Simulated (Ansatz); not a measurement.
# BaB2Rh2: properties at the relaxed cell

One table from this session's results is given with a row withheld; the runs are named, their logs left out.

Program: Ansatz 0.2.0. Level of theory: DFT PBEsol, scalar-relativistic, plane waves, PAW. These are calculated values, not measurements.

1 further run of the same task is left out (set aside as unsound or not needed). Runs told in other sessions of the task aren't counted.

### The system as given

Symmetry: I4/mmm, No. 139, tetragonal system. The conventional cell has a = 3.882 Å, b = 3.882 Å, c = 11.257 Å, α = 90.00°, β = 90.00°, γ = 90.00°. Ba (site symmetry 4/mmm) has 10 B at 3.42 to 3.60 Å and 8 Rh at 3.42 Å and 4 Ba at 3.88 Å in its first shell of neighbours. B (site symmetry 4mm) is surrounded by 4 Rh at 2.09 Å. Rh (site symmetry -4m2) has 4 B at 2.09 Å in its first shell of neighbours.

Coordinates:

```
Ba B Rh
1.0
    -1.94096    1.94096    5.62855
     1.94096   -1.94096    5.62855
     1.94096    1.94096   -5.62855
Ba B Rh
1 2 2
Direct
  0.00000 0.00000 0.00000
  0.31946 0.31946 0.00000
  0.68054 0.68054 0.00000
  0.75000 0.25000 0.50000
  0.25000 0.75000 0.50000
```

It is the result of an earlier relaxation at this level (volume 16.96 Å³/atom; gap on the mesh: none (metal)).

Set-up of the first run:

File input.yaml:

```yaml
crystal:
  lattice:
    - [-1.92135061, 1.92135061, 5.5716927497]
    - [1.92135061, -1.92135061, 5.5716927497]
    - [1.92135061, 1.92135061, -5.5716927497]
  atoms:
    - { symbol: Ba, position: [0.0, 0.0, 0.0] }
    - { symbol: B, position: [0.3194613685, 0.3194613685, 0.0] }
    - { symbol: B, position: [0.6805386315, 0.6805386315, 0.0] }
    - { symbol: Rh, position: [0.75, 0.25, 0.5] }
    - { symbol: Rh, position: [0.25, 0.75, 0.5] }
basis:
  ecutwfc: 420
kpoints:
  mp_grid: { grid: [12, 12, 12] }
hamiltonian:
  xc: pbesol
scf:
  occupations: { method: gaussian, width: 0.1 }
output:
  forces: true
  stress: true
  eigenvalues: true
relax:
  adjacent_minimum: "off"
  f_tol: 0.01
  max_steps: 30
  cell: { stress_tol: 0.1, fix: [volume] }
```

On the command line:

```bash
$ ansatz run input.yaml --threads 1 --pin off --max-ram 2560MiB --backend cpu --events-out ev --progress --plain --runs-dir out
```

Steps of the session up to this table: The cell scaled to 0.97 of its volume; Volume × 1.03; Volume × 0.94; Volume × 1.06; Point at V/V0 = 0.91; Point at V/V0 = 1.10; The cell scaled to 0.88 of its volume.

One table of the session follows, with a row left open; its other results are not shown here.

It belongs to the step «Fit of the equation of state». 

```
volume (Å³/atom)  energy above the lowest point (meV/atom)  pressure (GPa)
          14.928                                      85.2           14.93
          15.437                                      45.4           10.36
          15.946                                         ?               ?
          16.455                                       4.4            2.94
          16.964                                       0.0           -0.02
          17.473                                       4.2           -2.52
          17.981                                      15.8           -4.65
          18.660                                      40.6           -6.99
```

**Question.** Estimate the row for volume (Å³/atom) = 15.946.

Worked estimate for «energy above the lowest point (meV/atom)». A straight line through the neighbours (15.437, 45.4) and (16.455, 4.4) gives 45.4 + (4.4 − 45.4) × (15.946 − 15.437) / (16.455 − 15.437) = 24.9; a parabola fitted to 4 rows on both sides gives 19.0.

The run gave: energy above the lowest point (meV/atom): 19.0; pressure (GPa): 6.38. In «energy above the lowest point (meV/atom)» the line misses by +5.9 and the parabola by 0.0.
